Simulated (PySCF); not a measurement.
# Ways to converge the SCF of SrCl⁻

Do solver options change the result for SrCl⁻, or only the number of cycles?

Computed with PySCF 2.14.0. Level: method and basis as typed in the scripts.

6 further runs of the same task are left out: 1 for a known fault of the program, 5 that didn't finish.

### 1 Starting geometry

SrCl⁻: 2 atoms, charge -1, spin multiplicity 1.

Bond lengths: Sr1–Cl2 2.585 Å.

### 2 Base script

The input, input.py:

```python
from pyscf import gto, scf, mcscf, mrpt

mol = gto.M(
    atom='Sr 0 0 0; Cl 0 0 2.585',
    basis='def2-svp',
    ecp={'Sr': 'def2-svp'},
    charge=-1,
    spin=0,
    symmetry=True,
    verbose=4,
)
mf = scf.RHF(mol)
mf.kernel()
mc = mcscf.CASSCF(mf, 6, 8)
mc.kernel()
mc.analyze()
mrpt.NEVPT(mc).kernel()
mf.dip_moment()
print('orbital energies (hartree):', mf.mo_energy[..., max(0, mol.nelec[1]-3):mol.nelec[0]+3].round(4))
```

Run with:

```bash
OMP_NUM_THREADS=1 python input.py
```

The log of this run is left out.

It gives: E(SCF) = -489.802332 Eh, 10 cycles, E(CAS) − E(SCF) = -0.02315 Eh, NEVPT2 = -0.19649 Eh.

The bond length is a typed value, not an optimised one. The dipole of an ion depends on the origin.

### 3 Smearing width 0.005 hartree

Edit 1 changes smearing width: none → 0.005 hartree; step after the SCF: nevpt2 → none.

The input, input.py:

```python
from pyscf import gto, scf

mol = gto.M(
    atom='Sr 0 0 0; Cl 0 0 2.585',
    basis='def2-svp',
    ecp={'Sr': 'def2-svp'},
    charge=-1,
    spin=0,
    symmetry=True,
    verbose=4,
)
mf = scf.RHF(mol)
mf = scf.addons.smearing_(mf, sigma=0.005, method='fermi')
mf.kernel()
mf.dip_moment()
print('orbital energies (hartree):', mf.mo_energy[..., max(0, mol.nelec[1]-3):mol.nelec[0]+3].round(4))
```

Run with:

```bash
OMP_NUM_THREADS=1 python input.py
```

### 4 Smearing width 0.05 hartree

Edit 2 changes smearing width: none → 0.05 hartree; step after the SCF: nevpt2 → none.

Edit input.py of step 2 so:

```diff
@@ -1,2 +1,2 @@
-from pyscf import gto, scf, mcscf, mrpt
+from pyscf import gto, scf
 
@@ -12,7 +12,4 @@
 mf = scf.RHF(mol)
+mf = scf.addons.smearing_(mf, sigma=0.05, method='fermi')
 mf.kernel()
-mc = mcscf.CASSCF(mf, 6, 8)
-mc.kernel()
-mc.analyze()
-mrpt.NEVPT(mc).kernel()
 mf.dip_moment()
```

### 5 Initial guess 1e

Edit 3 changes initial guess: minao → 1e.

Edit input.py of step 2 so:

```diff
@@ -12,2 +12,3 @@
 mf = scf.RHF(mol)
+mf.init_guess = '1e'
 mf.kernel()
```

### 6 Initial guess sap

Edit 4 changes initial guess: minao → sap.

Edit input.py of step 2 so:

```diff
@@ -12,2 +12,3 @@
 mf = scf.RHF(mol)
+mf.init_guess = 'sap'
 mf.kernel()
```

### 7 Point-group symmetry off

Edit 5 changes point-group symmetry: on → off.

Edit input.py of step 2 so:

```diff
@@ -8,3 +8,2 @@
     spin=0,
-    symmetry=True,
     verbose=4,
```

**Question.** What will these runs give? Wanted: for each run, E(SCF); from base; gap; after the SCF.

**Answer**, as computed:

| run | E(SCF) (hartree) | from base (eV) | cycles | gap (eV) | after the SCF |
| --- | --- | --- | --- | --- | --- |
| base | -489.802332 | 0 | 10 | 4.92 | NEVPT2 correlation -5.977 eV (from the SCF energy, the CASSCF gain included) |
| smearing width 0.005 hartree | -489.802332 | 0.0000 | 10 | n/a | n/a |
| smearing width 0.05 hartree | -489.632636 | +4.6177 | 17 | n/a | n/a |
| initial guess 1e | -489.802332 | 0.0000 | 29 | 4.92 | NEVPT2 correlation -5.977 eV (from the SCF energy, the CASSCF gain included) |
| initial guess sap | -489.802332 | 0.0000 | 13 | 4.92 | NEVPT2 correlation -5.977 eV (from the SCF energy, the CASSCF gain included) |
| point-group symmetry off | -489.802332 | 0.0000 | 10 | 4.92 | NEVPT2 correlation -5.970 eV (from the SCF energy, the CASSCF gain included) |

Distance from each run's final energy (log10 hartree) by cycle:

| run | cycle 1 | cycle 2 | cycle 3 | cycle 5 | cycle 8 | cycle 12 |
| --- | --- | --- | --- | --- | --- | --- |
| base | -0.4 | -1.6 | -2.8 | -4.8 | -8.3 | done |
| smearing width 0.005 hartree | -0.4 | -1.6 | -2.8 | -4.8 | -8.3 | done |
| smearing width 0.05 hartree | -0.4 | -0.6 | -1.4 | -2.1 | -3.6 | -7.0 |
| initial guess 1e | 1.9 | 1.8 | 1.3 | 1.4 | 1.4 | 1.2 |
| initial guess sap | 0.6 | 0.9 | 0.1 | -0.9 | -3.6 | -9.2 |
| point-group symmetry off | -0.4 | -1.6 | -2.8 | -4.8 | -8.3 | done |

What this shows: The SCF energy stays the same, to the digits that matter, with smearing width 0.005 hartree or initial guess 1e or initial guess sap or point-group symmetry off. The base needs 10 cycles and the run with initial guess 1e needs 29.
